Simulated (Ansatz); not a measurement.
# BrH₃O₂Sn: taking an electron away

How much energy removes an electron from BrH₃O₂Sn at fixed geometry? The cation is run at each level and the neutral's energy taken from earlier runs.

Method: unrestricted cation, the program's frozen cores in correlated methods; program: Ansatz 0.2.0, Gaussian basis.

The runs, in order: UKS PBE-D4/def2-TZVPP; UKS r2SCAN-D4/def2-TZVPP; UKS PBE0-D4/def2-TZVPP; UKS B3LYP-D4/def2-TZVPP; UKS wB97X-V/def2-TZVPP; UKS wB97M-V/def2-TZVPP; UKS B2PLYP/def2-TZVPP; UHF-CCSD(T)/def2-TZVPP; UHF-MP2/def2-QZVPP; extrapolation to the limit; then −ε(HOMO) from the neutral's earlier runs with LDA (SPW92), PBE-D4, revPBE-D4, BLYP-D4, r2SCAN-D4, B97M-V, PBE0-D4, B3LYP-D4, r2SCANh-D4, r2SCAN0-D4, HSE06-D4, BHLYP-D4, CAM-B3LYP-D4, LC-ωPBE, ωB97X-V, ωB97M-V.

### 1 The relaxed structure

An earlier PBE0-D4 in a triple-zeta def2 set relaxation fixed the geometry. Sn takes the def2 core potential; no spin-orbit term is included.

SMILES `[OH][SnH]([OH])[Br]`, 7 atoms, charge 0, spin multiplicity 1.

Atoms are counted from 1 here; the program's logs count them from 0.

Bond lengths: O1–Sn2 1.949 Å, O1–H5 0.961 Å, Sn2–O3 1.942 Å, Sn2–Br4 2.474 Å, Sn2–H6 1.690 Å, O3–H7 0.961 Å. Angles: Sn2–O1–H5 112.4°, O1–Sn2–O3 107.2°, O1–Sn2–Br4 105.2°, O1–Sn2–H6 113.9°, O3–Sn2–Br4 109.9°, O3–Sn2–H6 107.7°, Br4–Sn2–H6 112.8°, Sn2–O3–H7 113.2°.

### 2 Cation, UKS PBE-D4/def2-TZVPP

in.yaml

```yaml
crystal:
  periodic: [false, false, false]
  atoms:
    - {symbol: O, position_ang: [-0.118831, 1.589425, -0.496439]}
    - {symbol: Sn, position_ang: [-0.060091, -0.075843, 0.514788]}
    - {symbol: O, position_ang: [1.535363, -1.032450, -0.043889]}
    - {symbol: Br, position_ang: [-2.078653, -1.325898, -0.179678]}
    - {symbol: H, position_ang: [-0.913554, 1.664762, -1.031801]}
    - {symbol: H, position_ang: [0.032575, 0.142398, 2.187648]}
    - {symbol: H, position_ang: [1.664389, -1.030395, -0.996228]}
basis:
  gaussian: {orbitals: def2-TZVPP}
total_charge: 1
magnetization: {spin_polarized: true, initial_magnetization: 1}
hamiltonian: {xc: pbe, dispersion: d4}
```

The run is started by

```console
$ ansatz run in.yaml --threads 2 --pin off --events-out ev --progress --plain --max-ram 22528MiB --backend cpu
```

After this run come: Cation, UKS r2SCAN-D4/def2-TZVPP; Cation, UKS PBE0-D4/def2-TZVPP; Cation, UKS B3LYP-D4/def2-TZVPP; Cation, UKS wB97X-V/def2-TZVPP; Cation, UKS wB97M-V/def2-TZVPP; Cation, UKS B2PLYP (frozen core)/def2-TZVPP; Cation, UHF-CCSD(T)/def2-TZVPP; Cation, UHF-MP2/def2-QZVPP.

Before running them: what should the planned runs give, taken together? Wanted: ionisation energy, CCSD(T)/def2-TZVPP; nearest functional by difference; nearest −ε(HOMO); −ε(HOMO) of PBE; T1 of the cation.

As calculated:

```
                             quantity               value
ionisation energy, CCSD(T)/def2-TZVPP            11.30 eV
     nearest functional by difference  ωB97X-V (-0.21 eV)
                     nearest −ε(HOMO)  LC-ωPBE (+0.14 eV)
                      −ε(HOMO) of PBE             7.27 eV
                     T1 of the cation               0.062
```

**Reading.** Energy differences with functionals land within 1.12 eV of the reference. −ε(HOMO) of PBE misses by 4.0 eV, since self-interaction lifts the level. Among orbital estimates LC-ωPBE comes nearest. Hartree-Fock falls 1.20 eV short, as the neutral has more correlation energy than the cation. The cation's T1 (from the report) is 0.062, above the customary mark of 0.045 for open shells, so the coupled-cluster value is less safe. Correlated methods include outer-core shells of Br, Sn, which these sets cover unevenly. With outer-core shells in play the reference is unsure by up to some tenths of an eV, so close misses can't be ranked.
